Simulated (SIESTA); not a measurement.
Here is a SIESTA 5.4.2 calculation.

SbS2.fdf

```
SystemName                      SbS2
SystemLabel                     SbS2
NumberOfSpecies                 2
NumberOfAtoms                   6
%block ChemicalSpeciesLabel
  1  51 Sb
  2  16 S
%endblock ChemicalSpeciesLabel

LatticeConstant                 1.0 Ang
%block LatticeVectors
    -3.0307150000     3.0307150000     5.7975970000
     3.0307150000    -3.0307150000     5.7975970000
     3.0307150000     3.0307150000    -5.7975970000
%endblock LatticeVectors
AtomicCoordinatesFormat         Fractional
%block AtomicCoordinatesAndAtomicSpecies
     0.0000000000     0.0000000000     0.0000000000  1  Sb
     0.7500000000     0.2500000000     0.5000000000  1  Sb
     0.6490290000     0.1250000000     0.0240290000  2  S
     0.3750000000     0.3509710000     0.4759710000  2  S
     0.1009710000     0.6250000000     0.9759710000  2  S
     0.8750000000     0.8990290000     0.5240290000  2  S
%endblock AtomicCoordinatesAndAtomicSpecies

%block kgrid.MonkhorstPack
    6   0   0  0.0
    0   6   0  0.0
    0   0   6  0.0
%endblock kgrid.MonkhorstPack
XC.Functional                   GGA
XC.Authors                      PBEsol
PAO.BasisSize                   TZDP
PAO.EnergyShift                 0.003 Ry
Mesh.Cutoff                     500 Ry
OccupationFunction              FD
ElectronicTemperature           0.05 eV
MaxSCFIterations                120
SCF.MustConverge                false
SCF.Mixer.Method                Pulay
SCF.Mixer.Weight                0.25
SCF.Mixer.History               8
SCF.DM.Tolerance                5.0e-05
SCF.H.Tolerance                 1.0e-03 eV
WriteForces                     true
Charge.Mulliken                 end
BandLinesScale                  ReciprocalLatticeVectors
%block BandLines
    1    0.000000   0.000000   0.000000  \Gamma
   12    0.000000   0.000000   0.500000  X
    3   -0.136636   0.136636   0.500000  Y
    6   -0.318318   0.318318   0.318318  S
   11    0.000000   0.000000   0.000000  \Gamma
    9    0.500000   0.500000  -0.500000  Z
    6    0.318318   0.681682  -0.318318  S1
    5    0.000000   0.500000   0.000000  N
    9    0.250000   0.250000   0.250000  P
    6    0.500000   0.500000  -0.136636  Y1
    9    0.500000   0.500000  -0.500000  Z
    1    0.000000   0.000000   0.500000  X
    4    0.250000   0.250000   0.250000  P
%endblock BandLines
%block PAO.PolarizationScheme
  Sb non-perturbative
  S non-perturbative
%endblock PAO.PolarizationScheme
%block PAO.Basis
  Sb 4
  n=5 0 3
    5.972 0.000 0.000
  n=5 1 3
    7.842 0.000 0.000
  n=4 2 2
    3.490 0.000
  n=5 2 2
    7.842 0.000
%endblock PAO.Basis
```

Potentials or basis: PseudoDojo 0.4 standard (PBEsol files), TZDP (energy shift 0.003 Ry; two zetas on semicore shells).

Run with:

```bash
$ siesta SbS2.fdf > SbS2.out 2>&1
```

(1) Predict the band gap on the k mesh.

(2) Estimate the pressure.

Answers

(1) none (metal or under the smearing width).

(2) -0.1 GPa.

Caveat: spin-orbit coupling is left out, which moves the levels of the heavy elements; the basis of atomic orbitals isn't converged, which shifts pressures, moduli and gaps.
